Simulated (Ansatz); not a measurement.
# CH₆F₂Si₂: up Jacob's ladder to CCSD(T)

An exercise on one series of results from a longer session: the logs are not shown, and one member is left open.

Method: functionals in def2-TZVPP, the program's frozen cores in correlated methods; program: Ansatz 0.2.0, Gaussian basis.

Levels to be run: LDA (SPW92), PBE-D4, revPBE-D4, BLYP-D4, r2SCAN-D4, B97M-V, PBE0-D4, B3LYP-D4, r2SCANh-D4, r2SCAN0-D4, HSE06-D4, BHLYP-D4, CAM-B3LYP-D4, LC-ωPBE, ωB97X-V, ωB97M-V, B2PLYP, PBE-QIDH; CCSD(T)/def2-SVP; CCSD(T)/def2-TZVPP; MP2/def2-QZVPP; extrapolation to the limit; RPA on PBE.

## The geometry

All runs share one geometry, relaxed beforehand with PBE0-D4 in a triple-zeta def2 set.

11 atoms, charge 0, spin multiplicity 1.

Atoms are counted from 1 here; the program's logs count them from 0.

Bond lengths: F1–C2 1.391 Å, C2–Si3 1.901 Å, C2–H6 1.095 Å, C2–H7 1.095 Å, Si3–Si4 2.344 Å, Si3–H8 1.489 Å, Si3–H9 1.490 Å, Si4–F5 1.608 Å, Si4–H10 1.487 Å, Si4–H11 1.485 Å. Angles: F1–C2–Si3 109.9°, F1–C2–H6 108.2°, F1–C2–H7 108.2°, Si3–C2–H6 111.0°, Si3–C2–H7 111.5°, H6–C2–H7 108.0°, C2–Si3–Si4 110.1°, C2–Si3–H8 110.0°, C2–Si3–H9 107.9°, Si4–Si3–H8 109.3°, Si4–Si3–H9 110.7°, H8–Si3–H9 108.9°, Si3–Si4–F5 108.5°, Si3–Si4–H10 111.5°, Si3–Si4–H11 112.0°, F5–Si4–H10 107.8°, F5–Si4–H11 107.9°, H10–Si4–H11 109.0°.

Geometry (Å):

```mol
CH6F2Si2
  3D, bonds by distance, orders not assigned

 11 10  0  0  0  0  0  0  0  0999 V2000
   -1.8258    1.3091   -0.1244 F   0  0
   -0.6520    1.3333   -0.8701 C   0  0
    0.1864   -0.3715   -0.8119 Si  0  0
    0.5242   -1.0291    1.4125 Si  0  0
    1.3860    0.1076    2.1554 F   0  0
    0.0025    2.1059   -0.4538 H   0  0
   -0.9048    1.6216   -1.8954 H   0  0
   -0.6663   -1.3805   -1.4981 H   0  0
    1.4852   -0.2665   -1.5339 H   0  0
    1.2869   -2.3026    1.4935 H   0  0
   -0.7569   -1.1841    2.1465 H   0  0
  1  2  8  0
  2  3  8  0
  3  4  8  0
  4  5  8  0
  2  6  8  0
  2  7  8  0
  3  8  8  0
  3  9  8  0
  4 10  8  0
  4 11  8  0
M  END
```

Set-up of the first run:

Input file in.yaml:

```yaml
crystal:
  periodic: [false, false, false]
  atoms:
    - {symbol: F, position_ang: [-1.825850, 1.309142, -0.124415]}
    - {symbol: C, position_ang: [-0.651968, 1.333327, -0.870057]}
    - {symbol: Si, position_ang: [0.186359, -0.371465, -0.811908]}
    - {symbol: Si, position_ang: [0.524168, -1.029130, 1.412512]}
    - {symbol: F, position_ang: [1.385997, 0.107623, 2.155401]}
    - {symbol: H, position_ang: [0.002541, 2.105856, -0.453778]}
    - {symbol: H, position_ang: [-0.904798, 1.621581, -1.895416]}
    - {symbol: H, position_ang: [-0.666328, -1.380498, -1.498083]}
    - {symbol: H, position_ang: [1.485186, -0.266535, -1.533854]}
    - {symbol: H, position_ang: [1.286879, -2.302605, 1.493548]}
    - {symbol: H, position_ang: [-0.756885, -1.184096, 2.146548]}
basis:
  gaussian: {orbitals: def2-TZVPP}
hamiltonian: {xc: lda}
output: {orbitals: {seedname: orbitals}}
```

Among the steps run: LDA; PBE-D4 (GGA); revPBE-D4 (GGA); BLYP-D4 (GGA); r2SCAN-D4 (meta-GGA); B97M-V (meta-GGA); PBE0-D4 (hybrid); B3LYP-D4 (hybrid); r2SCANh-D4 (hybrid); r2SCAN0-D4 (hybrid); HSE06-D4 (hybrid); BHLYP-D4 (hybrid); CAM-B3LYP-D4 (range-separated); LC-ωPBE (range-separated); ωB97X-V (range-separated); ωB97M-V (range-separated); B2PLYP (double hybrid); PBE-QIDH (double hybrid).

One table of the session follows, with a row left open; its other results are not shown here.

It belongs to the step «Orbital energies across the functionals». 

```
  functional  HOMO (eV)  gap (eV)
 LDA (SPW92)      -7.13      5.33
      PBE-D4          ?         ?
   revPBE-D4      -6.98      5.54
     BLYP-D4      -6.93      5.53
   r2SCAN-D4      -7.32      6.07
      B97M-V      -7.43      5.98
     PBE0-D4      -8.28      7.58
    B3LYP-D4      -8.09      7.20
  r2SCANh-D4      -7.78      6.83
  r2SCAN0-D4      -8.47      7.94
    HSE06-D4      -7.89      6.80
    BHLYP-D4      -9.44      9.64
CAM-B3LYP-D4      -9.61      9.94
     LC-ωPBE     -10.91     12.40
     ωB97X-V     -10.58     11.94
     ωB97M-V     -10.35     11.40
```

Q: Estimate the row for PBE-D4 from the others.

**Answer.** HOMO (eV): -7.03; gap (eV): 5.47. In the column «HOMO (eV)» it lies between LDA (SPW92) (-7.13) and revPBE-D4 (-6.98).
